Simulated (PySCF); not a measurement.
# C9H12O (4-methylphenetole): the cost of one run

Programs: PySCF 2.14.0, with routines of our own; each step states its level. All values are computed. Atoms count from 0.

## 1. The starting structure

22 atoms, charge 0, multiplicity 1; geometry from: GFN2-xTB.

## 2. Relaxing the molecule at PBE0-D3(BJ)/def2-SVP

The job: settings as JSON, then the geometry in Å.

```
{"job": {"xc": "PBE0", "basis": "def2-SVP", "d3": "d3bj", "grid": 2, "kind": "geom"}, "charge": 0, "multiplicity": 1}
C      4.039103    -0.157568    -0.371677
C      2.612921    -0.607498    -0.097031
O      1.751388     0.467415    -0.409425
C      0.409469     0.303222    -0.238441
C     -0.387461     1.403319    -0.557691
C     -1.756957     1.339788    -0.416021
C     -2.378398     0.184458     0.046610
C     -3.869998     0.112545     0.181112
C     -1.579545    -0.903562     0.360662
C     -0.201934    -0.855904     0.223813
H      4.146586     0.113798    -1.418089
H      4.278575     0.709170     0.237993
H      4.730962    -0.961510    -0.137391
H      2.501547    -0.885094     0.960847
H      2.366539    -1.481018    -0.717384
H      0.095481     2.299707    -0.914110
H     -2.356143     2.203758    -0.665750
H     -4.154129    -0.574903     0.974602
H     -4.286233     1.093607     0.398278
H     -4.314538    -0.243930    -0.749035
H     -2.036809    -1.813068     0.724225
H      0.379165    -1.727346     0.482366
```

Run with:

```
> OMP_NUM_THREADS=1 python excited_run.py task.json out
```

One launch serves the whole session: the jobs run in the order shown.

**Question.** How long does this first job take on 1 thread of Arm Neoverse V1, shared host, and how much memory does it need?

About 80 s, with a peak of 0.91 GiB.
